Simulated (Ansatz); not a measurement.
# Si2N: from the start to rest

Aim: in Si2N, a borrowed structure type, volume estimated, relax cell and atoms at 20 GPa, then read levels, charges and fields where it ends.

All numbers below are computed with Ansatz 0.2.0 (DFT, PBE, no spin polarisation, plane waves, PAW).

It takes space group P6_422 (No. 181, hexagonal). Conventional cell: a = 4.542 Å, b = 4.542 Å, c = 6.238 Å, α = 90.00°, β = 90.00°, γ = 120.00°. Around N (site symmetry 222) lie 10 Si at 2.47 to 2.68 Å. Si (site symmetry 2) has 5 Si at 2.43 to 2.68 Å and 5 N at 2.47 to 2.68 Å as nearest neighbours.

Symmetry-reduced, conventional setting; the input below types the cell that was run:

```cif
data_structure
_symmetry_space_group_name_H-M 'P6_422'
_symmetry_Int_Tables_number 181
_cell_length_a 4.5418
_cell_length_b 4.5418
_cell_length_c 6.2375
_cell_angle_alpha 90.000
_cell_angle_beta 90.000
_cell_angle_gamma 120.000
_cell_volume 111.43
loop_
_atom_site_label
_atom_site_type_symbol
_atom_site_symmetry_multiplicity
_atom_site_Wyckoff_symbol
_atom_site_fract_x
_atom_site_fract_y
_atom_site_fract_z
_atom_site_occupancy
N1 N 3 c 0.50000 0.00000 0.00000 1
Si1 Si 6 i 0.15897 0.31794 0.00000 1
```

It starts from an earlier solution of the starting cell (checkpoint.read).

The structure above is the start of the run; the results belong to its end.

| quantity | value |
| --- | --- |
| moves | 18 |
| largest move | 0.35 Å (Si) |
| space group (0.01 Å), before / after | P6_422 / P6_422 |
| cell | a = 5.420 Å, b = 5.420 Å, c = 3.844 Å, α = 90.00°, β = 90.00°, γ = 120.00° |
| volume | 10.87 Å³/atom (-12.2 %) |
| pressure at the end | 20.01 GPa |
| character | metal |
| density of states, mean within 0.25 eV of the Fermi level | 3.2 per eV per cell |
| Bader charges | N -2.08, Si +1.04 e |

The volume shrank by 12.2 %, and the largest move of an atom is 0.35 Å apart from the change of the cell. The shape changed more than that tells: the edges moved by +19, +19, -38 %. With 12 symmetry operations imposed, the end may be a saddle point towards distortions that break them. It is a metal; within 0.25 eV of the Fermi level the density of states averages 3.2 per eV per cell, mostly Si p (43 %), N p (27 %) and Si s (21 %). Si loses most charge (+1.04 e on average) and N gains most (-2.08 e).

Keep in mind: an odd count of electrons without spin polarisation forces a partly filled band; the k mesh is coarse for a cell without a gap.

**Question.** Which input and command would start the first run of this session?

The input that was used; it is not the only one that fits:

Input file input.yaml:

```yaml
crystal:
  lattice:
    - [4.541817, 0.0, 0.0]
    - [-2.270908, 3.93333, 0.0]
    - [0.0, 0.0, 6.237533]
  atoms:
    - { symbol: "N", position: [0.5, 0.0, 0.0] }
    - { symbol: "N", position: [0.5, 0.5, 0.66667] }
    - { symbol: "N", position: [0.0, 0.5, 0.33333] }
    - { symbol: Si, position: [0.15897, 0.31794, 0.0] }
    - { symbol: Si, position: [0.84103, 0.15897, 0.66667] }
    - { symbol: Si, position: [0.68206, 0.84103, 0.33333] }
    - { symbol: Si, position: [0.84103, 0.68206, 0.0] }
    - { symbol: Si, position: [0.15897, 0.84103, 0.66667] }
    - { symbol: Si, position: [0.31794, 0.15897, 0.33333] }
  symmetry: { tolerance: 0.0003 }
kpoints:
  mp_grid: { grid: [8, 8, 5], shift: [0, 0, 0] }
magnetization:
  spin_polarized: false
scf:
  occupations: { method: gaussian, width: 0.0587 }
  lower_state_search: "off"
hamiltonian:
  pseudopotentials: { kind: paw }
  xc: pbe
basis:
  ecutwfc: 420
  fft_grid_basis: typed
relax:
  max_steps: 40
  cell: { p_target: 20.0 }
  f_tol: 0.03
output:
  forces: true
  stress: true
  eigenvalues: true
  bader: true
  populations: true
  elf: true
  write_potential: true
  volumetric_format: npy
  dos:
    e_range: [-12, 8]
    de: 0.05
    projected: { site_lists: { "N": ["N"], Si: [Si] } }
  write_density: true
checkpoint:
  read: saved_state
```

On the command line:

```
ansatz run input.yaml --threads 2 --pin off --max-ram 2560MiB --backend cpu --events-out ev --progress --plain --runs-dir out
```
